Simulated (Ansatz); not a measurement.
# Sc3BN2: the cost of one run

Program: Ansatz 0.2.0. Level of theory: DFT PBE, scalar-relativistic, plane waves, PAW. These are calculated values, not measurements.

**1. The structure to begin with**

The structure is hexagonal, space group P6/mmm (No. 191). The conventional cell has a = 4.859 Å, b = 4.859 Å, c = 4.992 Å, α = 90.00°, β = 90.00°, γ = 120.00°. Around Sc (site symmetry -6m2) lie 2 N at 2.50 Å and 6 Sc at 2.81 Å. Sc (site symmetry 6/mmm) has 2 B at 2.50 Å and 6 Sc at 2.81 Å in its first shell of neighbours. Around B (site symmetry 6/mmm) lie 2 Sc at 2.50 Å. N (site symmetry -6m2) has 2 Sc at 2.50 Å in its first shell of neighbours.

Structure file:

```cif
data_structure
_symmetry_space_group_name_H-M 'P 1'
_symmetry_Int_Tables_number 1
_cell_length_a 4.8592
_cell_length_b 4.8592
_cell_length_c 4.9921
_cell_angle_alpha 90.000
_cell_angle_beta 90.000
_cell_angle_gamma 120.000
_cell_volume 102.08
loop_
_atom_site_label
_atom_site_type_symbol
_atom_site_fract_x
_atom_site_fract_y
_atom_site_fract_z
_atom_site_occupancy
Sc1 Sc 0.33333 0.66667 0.50000 1
Sc2 Sc 0.66667 0.33333 0.50000 1
Sc3 Sc 0.00000 0.00000 0.50000 1
B1 B 0.00000 0.00000 0.00000 1
N1 N 0.33333 0.66667 0.00000 1
N2 N 0.66667 0.33333 0.00000 1
```

Recipe of the guess: random cell by space group and Wyckoff sites (P6/mmm, No. 191). Lengths come from tabulated atomic sizes and are only a guess.

**2. A first look at the guess**

The input, input.yaml:

```yaml
crystal:
  lattice:
    - [4.85918838, 0.0, 0.0]
    - [-2.42959419, 4.20818058, 0.0]
    - [0.0, 0.0, 4.99210814]
  atoms:
    - { symbol: Sc, position: [0.33333333, 0.66666667, 0.5] }
    - { symbol: Sc, position: [0.66666667, 0.33333333, 0.5] }
    - { symbol: Sc, position: [0.0, 0.0, 0.5] }
    - { symbol: B, position: [0.0, 0.0, 0.0] }
    - { symbol: "N", position: [0.33333333, 0.66666667, 0.0] }
    - { symbol: "N", position: [0.66666667, 0.33333333, 0.0] }
basis:
  ecutwfc: 420
kpoints:
  mp_grid: { grid: [6, 6, 4] }
hamiltonian:
  xc: pbe
scf:
  occupations: { method: gaussian, width: 0.1 }
  lower_state_search: "off"
output:
  forces: true
  stress: true
  eigenvalues: true
```

On the command line:

```bash
$ ansatz run input.yaml --threads 1 --pin off --max-ram 2560MiB --backend cpu --events-out ev --progress --plain --runs-dir out
```

What time and memory should one allow on 1 thread of AMD EPYC (Zen 3), shared host?

About 10 s, with a peak of 0.4 GiB.
